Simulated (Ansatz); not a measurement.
# Cl− with CH₃F: superposition error and deformation, part 2 of 2

Ansatz 0.2.0, Gaussian basis. The steps go on from the part before.

## 12. wB97X-V/def2-TZVPPD

Contents of free-b/in.yaml:

```yaml
crystal:
  periodic: [false, false, false]
  atoms:
    - {symbol: C, position_ang: [-0.039105, -0.026772, 0.482895]}
    - {symbol: F, position_ang: [-0.150398, -0.106013, 1.852407]}
    - {symbol: H, position_ang: [0.993642, 0.215270, 0.221869]}
    - {symbol: H, position_ang: [-0.707719, 0.754741, 0.114822]}
    - {symbol: H, position_ang: [-0.316590, -0.988634, 0.045735]}
basis:
  gaussian: {orbitals: "def2-TZVPPD.json"}
hamiltonian: {xc: {name: wB97X-V}}
```

Launch:

```console
$ ansatz run in.yaml --threads 2 --pin off --events-out ev --progress --plain --max-ram 5222MiB
```

What it wrote (excerpt; [...] marks lines left out):

```text
Functional definition: wB97X-V
  name "wB97X-V"
  cite "Mardirossian & Head-Gordon, Phys. Chem. Chem. Phys. 16, 9904 (2014) doi:10.1039/C3CP54374A"
  cite "Becke, J. Chem. Phys. 107, 8554 (1997) doi:10.1063/1.475007"
  cite "Vydrov & Van Voorhis, J. Chem. Phys. 133, 244103 (2010) doi:10.1063/1.3521275"
[...]
      + integral(e_c_pw_opposite_spin*poly(b97_u_opposite, cos0, cos1)) + vv10(b, c)
548 factors; their error is unknown
177 factors; integrals over basis functions are off by at most 2.6e-5 eV
[...]
mean field -3802.96647074 eV, -139.7564400564 hartree, gradient 7.5e-5 eV, S^2 0.000000; 0 other end points of the search recorded, 0 dependent functions left out
reference -3802.96646888 eV, -139.7564399881 hartree; 9, 9 occupied and 119, 119 virtual orbitals, 548 factors
Total energy: -3802.96646888 eV, -139.7564399881 hartree
```

Wall time 1.6 s (2 threads of Intel Xeon Platinum 8488C, shared host).

## 13. wB97M-V/def2-TZVPPD

free-b/in.yaml, as its differences from that of step 12:

```diff
@@ -10,2 +10,2 @@
   gaussian: {orbitals: "def2-TZVPPD.json"}
-hamiltonian: {xc: {name: wB97X-V}}
+hamiltonian: {xc: {name: wB97M-V}}
```

Launch:

```console
$ ansatz run in.yaml --threads 2 --pin off --events-out ev --progress --plain --max-ram 5222MiB
```

What it wrote (excerpt; [...] marks lines left out):

```text
[... 5 set-up lines as earlier in the session ...]
  # Of w^i u^j: cxij and so on, Table III.
[...]
  gx(w, u) = 1 - cx + cx01*u + cx10*w
  gss(w, u) = css00 + css04*u^4 + css10*w + css20*w^2 + css43*w^4*u^3
  gos(w, u) = cos00 + cos10*w + (cos20 + cos21*u)*w^2 + (cos60 + cos61*u)*w^6
[...]
      + integral(e_c_pw_mod_opposite_spin*gos(b97_w_opposite, b97_u_opposite)) + vv10(b, c)
548 factors; their error is unknown
177 factors; integrals over basis functions are off by at most 2.6e-5 eV
[...]
mean field -3802.77167031 eV, -139.7492812725 hartree, gradient 1.3e-5 eV, S^2 0.000000; 0 other end points of the search recorded, 0 dependent functions left out
reference -3802.77171671 eV, -139.7492829777 hartree; 9, 9 occupied and 119, 119 virtual orbitals, 548 factors
Total energy: -3802.77171671 eV, -139.7492829777 hartree
```

Run time: 1.7 s. Hardware: 2 threads of Intel Xeon Platinum 8488C, shared host.

## 14. B2PLYP/def2-TZVPPD

free-b/in.yaml, as its differences from that of step 13:

```diff
@@ -10,2 +10,2 @@
   gaussian: {orbitals: "def2-TZVPPD.json"}
-hamiltonian: {xc: {name: wB97M-V}}
+hamiltonian: {xc: {name: B2PLYP}}
```

Launch:

```console
$ ansatz run in.yaml --threads 2 --pin off --events-out ev --progress --plain --max-ram 5222MiB
```

What it wrote (excerpt; [...] marks lines left out):

```text
[... 5 set-up lines as earlier in the session ...]
[...]
753 factors; integrals over basis functions are off by at most 1.1e-3 eV
[...]
mean field -3797.95753086 eV, -139.5723649112 hartree, gradient 3.7e-6 eV, S^2 0.000000; 0 other end points of the search recorded, 0 dependent functions left out
2 core orbitals not correlated: weight in the atoms' cores, before any rotation towards them, 1.000 or more for the frozen orbitals, at most 0.000 for the correlated occupied ones
reference -3797.95765671 eV, -139.5723695360 hartree; 7, 7 occupied and 119, 119 virtual orbitals, 753 factors
second order -14.05505944 eV of doubles, -0.00000000 eV of singles
Total energy: -3801.75252276 eV, -139.7118282910 hartree
```

It took 1.1 s on 2 threads of Intel Xeon Platinum 8488C, shared host.

## 15. BLYP-D4/def2-TZVPPD

free-b/in.yaml, as its differences from that of step 14:

```diff
@@ -10,2 +10,2 @@
   gaussian: {orbitals: "def2-TZVPPD.json"}
-hamiltonian: {xc: {name: B2PLYP}}
+hamiltonian: {xc: {name: BLYP}, dispersion: d4}
```

Launch:

```console
$ ansatz run in.yaml --threads 2 --pin off --events-out ev --progress --plain --max-ram 5222MiB
```

What it wrote (excerpt; [...] marks lines left out):

```text
Functional definition: BLYP
  name "BLYP"
[... 2 set-up lines as earlier in the session ...]
  parameter beta = 0.0042
  parameter a = 0.04918
  parameter b = 0.132
  parameter c = 0.2533
  parameter d = 0.349
  exchange = b88_x(beta = beta)
  correlation = lyp_c(a = a, b = b, c = c, d = d)
548 factors; their error is unknown
mean field evaluation 1: about -3799.1762 eV, gradient 4.4e1 eV
mean field evaluation 2: about -3795.0573 eV, gradient 6.0e1 eV
mean field evaluation 4: about -3803.4132 eV, gradient 5.3e0 eV
mean field evaluation 8: about -3803.4340 eV, gradient 4.6e-2 eV
mean field -3803.43404135 eV, -139.7736229594 hartree, gradient 3.0e-5 eV, S^2 0.000000; 0 other end points of the search recorded, 0 dependent functions left out
reference -3803.43433721 eV, -139.7736338322 hartree; 9, 9 occupied and 119, 119 virtual orbitals, 548 factors
Total energy: -3803.50280390 eV, -139.7761499365 hartree
```

Run time: 0.6 s. Hardware: 2 threads of Intel Xeon Platinum 8488C, shared host.

## 16. revPBE-D4/def2-TZVPPD

free-b/in.yaml, as its differences from that of step 15:

```diff
@@ -10,2 +10,2 @@
   gaussian: {orbitals: "def2-TZVPPD.json"}
-hamiltonian: {xc: {name: BLYP}, dispersion: d4}
+hamiltonian: {xc: {name: revPBE}, dispersion: d4}
```

Launch:

```console
$ ansatz run in.yaml --threads 2 --pin off --events-out ev --progress --plain --max-ram 5222MiB
```

What it wrote (excerpt; [...] marks lines left out):

```text
Functional definition: revPBE
  name "revPBE"
  cite "Zhang & Yang, Phys. Rev. Lett. 80, 890 (1998) doi:10.1103/PhysRevLett.80.890"
[... 1 set-up line as earlier in the session ...]
  parameter kappa = 1.245
[... 3 set-up lines as earlier in the session ...]
548 factors; their error is unknown
mean field evaluation 1: about -3799.4065 eV, gradient 4.1e1 eV
mean field evaluation 2: about -3796.5966 eV, gradient 5.2e1 eV
mean field evaluation 4: about -3803.0114 eV, gradient 3.7e0 eV
mean field evaluation 8: about -3803.0130 eV, gradient 4.6e-2 eV
mean field -3803.01297383 eV, -139.7581490136 hartree, gradient 4.7e-5 eV, S^2 0.000000; 0 other end points of the search recorded, 0 dependent functions left out
reference -3803.01302538 eV, -139.7581509081 hartree; 9, 9 occupied and 119, 119 virtual orbitals, 548 factors
Total energy: -3803.14041744 eV, -139.7628324799 hartree
```

It took 0.6 s on 2 threads of Intel Xeon Platinum 8488C, shared host.

## 17. B97M-V/def2-TZVPPD

free-b/in.yaml, as its differences from that of step 16:

```diff
@@ -10,2 +10,2 @@
   gaussian: {orbitals: "def2-TZVPPD.json"}
-hamiltonian: {xc: {name: revPBE}, dispersion: d4}
+hamiltonian: {xc: {name: B97M-V}}
```

Launch:

```console
$ ansatz run in.yaml --threads 2 --pin off --events-out ev --progress --plain --max-ram 5222MiB
```

What it wrote (excerpt; [...] marks lines left out):

```text
[... 5 set-up lines as earlier in the session ...]
  # Of w^i u^j: cxij and so on, Table III.
[...]
  gx(w, u) = cx00 + cx01*u + cx02*u^2 + (cx10 + cx11*u)*w
  gss(w, u) = css00 + css02*u^2 + css10*w + (css32*w^3 + css42*w^4)*u^2
  gos(w, u) = cos00 + cos01*u + cos03*u^3 + cos10*w + cos32*w^3*u^2
[...]
      + integral(e_c_pw_mod_opposite_spin*gos(b97_w_opposite, b97_u_opposite)) + vv10(b, c)
548 factors; their error is unknown
[...]
mean field -3803.19187702 eV, -139.7647235844 hartree, gradient 2.5e-5 eV, S^2 0.000000; 0 other end points of the search recorded, 0 dependent functions left out
reference -3803.19193202 eV, -139.7647256056 hartree; 9, 9 occupied and 119, 119 virtual orbitals, 548 factors
Total energy: -3803.19193202 eV, -139.7647256056 hartree
```

Run time: 1.6 s. Hardware: 2 threads of Intel Xeon Platinum 8488C, shared host.

## 18. HSE06-D4/def2-TZVPPD

free-b/in.yaml, as its differences from that of step 17:

```diff
@@ -10,2 +10,2 @@
   gaussian: {orbitals: "def2-TZVPPD.json"}
-hamiltonian: {xc: {name: B97M-V}}
+hamiltonian: {xc: hse06, dispersion: d4}
```

Launch:

```console
$ ansatz run in.yaml --threads 2 --pin off --events-out ev --progress --plain --max-ram 5222MiB
```

What it wrote (excerpt; [...] marks lines left out):

```text
Functional definition: HSE06
  name "HSE06"
  cite "Heyd, Scuseria & Ernzerhof, J. Chem. Phys. 118, 8207 (2003) doi:10.1063/1.1564060"
  cite "Krukau, Vydrov, Izmaylov & Scuseria, J. Chem. Phys. 125, 224106 (2006) doi:10.1063/1.2404663"
  cite "Heyd & Scuseria, J. Chem. Phys. 120, 7274 (2004) doi:10.1063/1.1668634"
  cite "Ernzerhof & Perdew, J. Chem. Phys. 109, 3313 (1998) doi:10.1063/1.476928"
[... 2 set-up lines as earlier in the session ...]
[...]
  # The whole range is PBE's own exchange, as in plane waves. The composition of these papers is wPBEh.
[...]
548 factors; their error is unknown
55 factors; integrals over basis functions are off by at most 4.3e-6 eV
[...]
mean field -3800.06201722 eV, -139.6497033584 hartree, gradient 2.0e-5 eV, S^2 0.000000; 0 other end points of the search recorded, 0 dependent functions left out
reference -3800.06205562 eV, -139.6497047695 hartree; 9, 9 occupied and 119, 119 virtual orbitals, 548 factors
Total energy: -3800.08291626 eV, -139.6504713837 hartree
```

It took 0.75 s on 2 threads of Intel Xeon Platinum 8488C, shared host.

## 19. CCSD(T)/def2-TZVPPD

free-b/in.yaml, as its differences from that of step 18:

```diff
@@ -10,2 +10,2 @@
   gaussian: {orbitals: "def2-TZVPPD.json"}
-hamiltonian: {xc: hse06, dispersion: d4}
+correlation: {method: ccsd_t}
```

Launch:

```console
$ ansatz run in.yaml --threads 2 --pin off --events-out ev --progress --plain --max-ram 5222MiB
```

What it wrote (excerpt; [...] marks lines left out):

```text
[... 4 set-up lines as earlier in the session ...]
[...]
753 factors; integrals over basis functions are off by at most 1.1e-3 eV
[...]
mean field -3785.18849962 eV, -139.1031116681 hartree, gradient 1.2e-6 eV, S^2 0.000000; 0 other end points of the search recorded, 0 dependent functions left out
2 core orbitals not correlated: weight in the atoms' cores, before any rotation towards them, 1.000 or more for the frozen orbitals, at most 0.000 for the correlated occupied ones
reference -3785.18849962 eV, -139.1031116681 hartree; 7, 7 occupied and 119, 119 virtual orbitals, 753 factors
second order -11.83510884 eV of doubles, -0.00000000 eV of singles
cycle   1  -11.97855250 eV  change   -1.4e-1 eV  update   6.6e-2
[...]
cycle   9  -12.28479266 eV  change   -1.1e-6 eV  update   4.7e-6
perturbative correction -0.36657844 eV, -0.0134715094 hartree
Total energy: -3797.83987072 eV, -139.5680409807 hartree
```

Run time: 2.5 s. Hardware: 2 threads of Intel Xeon Platinum 8488C, shared host; peak memory 0.51 GiB.

## 20. The split

| method | interaction with counterpoise (meV) | without | superposition error | deformation | binding energy |
| --- | --- | --- | --- | --- | --- |
| PBE-D4 | -414 | -418 | 4 | -1 | -415 |
| revPBE-D4 | -404 | -408 | 3 | -7 | -412 |
| BLYP-D4 | -395 | -400 | 4 | -14 | -409 |
| r2SCAN-D4 | -417 | -419 | 2 | 7 | -410 |
| B97M-V | -412 | -415 | 4 | 13 | -398 |
| PBE0-D4 | -419 | -422 | 3 | 18 | -401 |
| B3LYP-D4 | -410 | -414 | 4 | 4 | -406 |
| HSE06-D4 | -418 | -421 | 3 | 18 | -400 |
| wB97X-V | -415 | -419 | 4 | 9 | -406 |
| wB97M-V | -416 | -419 | 3 | 8 | -408 |
| B2PLYP | -373 | -384 | 11 | 5 | -368 |
| Hartree-Fock | -336 | -338 | 2 | 37 | -299 |
| MP2 | -396 | -423 | 27 | 7 | -389 |
| CCSD | -386 | -411 | 25 | 13 | -373 |
| CCSD(T) | -394 | -423 | 29 | 7 | -387 |

## 21. Results

The summary covers parts 1 to 2.

| quantity | value |
| --- | --- |
| interaction, CCSD(T) | -394 meV |
| superposition error | 29 meV |
| deformation | 7 meV |
| binding energy | -387 meV |

In words: In this basis the superposition error is 29 meV for CCSD(T) and 4 meV on average for the plain functionals: correlated methods borrow far more, since they need many more functions to converge. Deformation takes back 2 % of the interaction. The free shapes are PBE0-D4 minima, so other methods can show a small negative deformation energy.
